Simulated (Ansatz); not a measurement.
# GeP₂H (doublet): the correlation ladder at a displaced geometry (v2), cc-pVDZ

The task here is to estimate one member of a computed series from the others.

Computed with Ansatz 0.2.0, Gaussian basis. Level: cc-pVDZ, core rule «outside noble gas», up to 24 orbitals frozen.

To be run: UHF; CCSD(T) on ROHF; CCSD(T) on UHF; BCCD(T) on ROHF; CISD; CCSDT(Q) on ROHF; CCSDT(Q) on UHF.

36 further runs of the same task are left out: 26 that didn't finish, 10 set aside as unsound or not needed.

### What is computed

The geometry is a PBE0/def2-TZVP stationary point (not a proven minimum) with its atoms shifted at random (size 0.100 Å). No spin-orbit coupling is included. The filled d shell of Ge may be among the frozen orbitals whatever the setting's name suggests; the logs give the count.

4 atoms, charge 0, spin multiplicity 2.

Atoms are counted from 1 here; the program's logs count them from 0.

Bond lengths: P1–Ge2 2.158 Å, P1–H4 1.350 Å, Ge2–P3 2.075 Å. Angles: Ge2–P1–H4 89.6°, P1–Ge2–P3 171.5°.

The first run:

Contents of in.yaml:

```yaml
crystal:
  periodic: [false, false, false]
  atoms:
    - {symbol: P, position_ang: [0.064568, -0.386938, 1.573125]}
    - {symbol: Ge, position_ang: [-0.100308, -0.251915, -0.574824]}
    - {symbol: P, position_ang: [-0.023685, -0.321702, -2.647474]}
    - {symbol: H, position_ang: [0.059425, 0.960555, 1.649173]}
basis:
  gaussian: {orbitals: cc-pVDZ}
magnetization: {spin_polarized: true, initial_magnetization: 1}
hamiltonian: {xc: hf}
output: {orbitals: {seedname: orbitals}}
```

Started as:

```console
$ ansatz run in.yaml --threads 1 --pin off --events-out ev --progress --plain --max-ram 2393MiB
```

Among the steps run: UHF; CCSD(T) on ROHF; CCSD(T) on UHF; BCCD(T) on ROHF; CISD; CCSDT(Q) on ROHF; CCSDT(Q) on UHF.

One table of the session follows, with a row left open; its other results are not shown here.

It belongs to the step «Misses and costs». 

```
   method  from RCCSDT(Q) (meV)
      UHF               +9322.5
     RMP2               +1585.5
     UMP2               +2168.3
    RCCSD                +675.4
    UCCSD                +619.2
 RCCSD(T)                +108.6
 UCCSD(T)                +151.9
  BCCD(T)                +108.8
   RCCSDT                 +69.3
   UCCSDT                     ?
RCCSDT(Q)                     0
UCCSDT(Q)                  -2.5
```

Q: Estimate the row for UCCSDT from the others.

As computed: from RCCSDT(Q) (meV): +57.9. In the column «from RCCSDT(Q) (meV)» it lies between RCCSDT(Q) (0) and RCCSDT (+69.3).

Not comparable, so not listed: CISD (they don't share determinant, frozen orbitals or solution with the rows shown, or repeat one).

To keep in mind: The determinant is far from a pure spin state, so its energy mixes those of several spin states (harmless only where they are near-degenerate, as at dissociation). Left out of the table: ROHF (another determinant or state than the rows shown). Warnings: spin contamination; coupled cluster took another determinant than the lowest; large T1 diagnostic. Restricted and unrestricted rows rest on different reference determinants; where their highest levels disagree by more than a few hundredths of an eV, they describe different states and don't form one ladder.
